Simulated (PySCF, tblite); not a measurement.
# C₂H₁₃NSSi₄: geometry, infrared bands and NMR shifts

Aim: predict the infrared bands and NMR shifts of C₂H₁₃NSSi₄ (`CN[Si@@H]1[SiH2][SiH2]S[Si@H]1C`).

Computed with tblite 0.8.0 and PySCF 2.14.0, with density-fitted response routines of our own, on a single molecule in the gas phase. Atoms count from 0, in the outputs and in this text.

**1. The molecule as given**

21 atoms, charge 0, multiplicity 1; geometry from: force field or distance geometry start.

Bonds of the start (Å): C0–N1 1.46, N1–Si2 1.77, Si2–Si3 2.24, Si3–Si4 2.24, Si4–S5 2.16, S5–Si6 2.16, Si6–C7 1.85, Si6–Si2 2.25, C0–H8 1.10, C0–H9 1.11, C0–H10 1.11, N1–H11 1.05, Si2–H12 1.48, Si3–H13 1.47, Si3–H14 1.47, Si4–H15 1.47, Si4–H16 1.47, Si6–H17 1.47, C7–H18 1.09, C7–H19 1.12, C7–H20 1.10.

**2. Geometry optimisation with GFN2-xTB**

The job: settings as JSON, then the geometry in Å.

```
{"job": {"kind": "relax", "xc": "GFN2-xTB", "basis": "xTB"}, "charge": 0, "multiplicity": 1}
C      3.032000     0.860600     0.286300
N      1.776300     0.937100    -0.462000
Si     0.462900     0.097300     0.380800
Si     0.381700    -2.056400    -0.224200
Si    -1.636900    -2.605200     0.583400
S     -2.808800    -0.792400     0.545800
Si    -1.564800     0.718200    -0.375400
C     -2.043300     2.426600     0.160000
H      3.467100     1.872100     0.275300
H      3.736900     0.150500    -0.182900
H      2.877600     0.561100     1.341000
H      1.945300     0.417500    -1.355600
H      0.501500     0.241100     1.852900
H      1.466400    -2.845500     0.366000
H      0.352400    -2.150100    -1.687700
H     -2.281400    -3.665500    -0.199600
H     -1.481600    -3.023500     1.988000
H     -1.581400     0.555500    -1.840700
H     -1.394500     3.175500    -0.301700
H     -3.068500     2.615400    -0.248600
H     -2.147700     2.527100     1.253000
```

Run with:

```bash
> OMP_NUM_THREADS=1 python probes_run.py task.json out
```

This one command runs all jobs of the session in turn.

**Question.** This job is followed by: GFN2-xTB harmonic vibrations, gas phase; GIAO PBE0/pcSseg-1 NMR shielding, non-relativistic, gas phase. Predict these results of the whole session: strongest single infrared mode (GFN2-xTB); zero-point energy (GFN2-xTB); ¹³C shifts against TMS (PBE0/pcSseg-1); ¹H shifts against TMS (PBE0/pcSseg-1, means over atoms taken as alike); ¹⁵N shifts against NH3 (PBE0/pcSseg-1); ²⁹Si shifts against TMS (PBE0/pcSseg-1); ³³S shifts against CS2 (PBE0/pcSseg-1).

The runs gave:

```
                                                              quantity                                                      value
                             strongest single infrared mode (GFN2-xTB)                                      2224 cm⁻¹, 399 km/mol
                                          zero-point energy (GFN2-xTB)                                              89.4 kcal/mol
                                ¹³C shifts against TMS (PBE0/pcSseg-1)                                             36.5, -0.4 ppm
¹H shifts against TMS (PBE0/pcSseg-1, means over atoms taken as alike)  5.29, 5.18, 5.04, 5.00, 3.34, 3.18, 2.75, 0.61, -0.83 ppm
                                ¹⁵N shifts against NH3 (PBE0/pcSseg-1)                                                    7.7 ppm
                               ²⁹Si shifts against TMS (PBE0/pcSseg-1)                            -12.9, -29.9, -41.7, -138.7 ppm
                                ³³S shifts against CS2 (PBE0/pcSseg-1)                                                   -281 ppm
```

Over 187 steps the energy fell by 1.007 eV; of the close pairs, Si2–Si3 changed most, 2.239 to 2.353 Å. All 57 modes are real, so the xTB geometry is a minimum. The strongest single mode, at 2224 cm⁻¹, moves mainly H15. Unscaled tight-binding wavenumbers are off by several per cent, some by more. Its intensities can rank the bands wrongly. The most deshielded carbon is C0 (methyl carbon bonded to N), at 36.5 ppm: pulled downfield by the heteroatom. At PBE0/pcSseg-1: Shielding is most anisotropic at S5 (span 178 ppm, paramagnetic term -276 ppm).
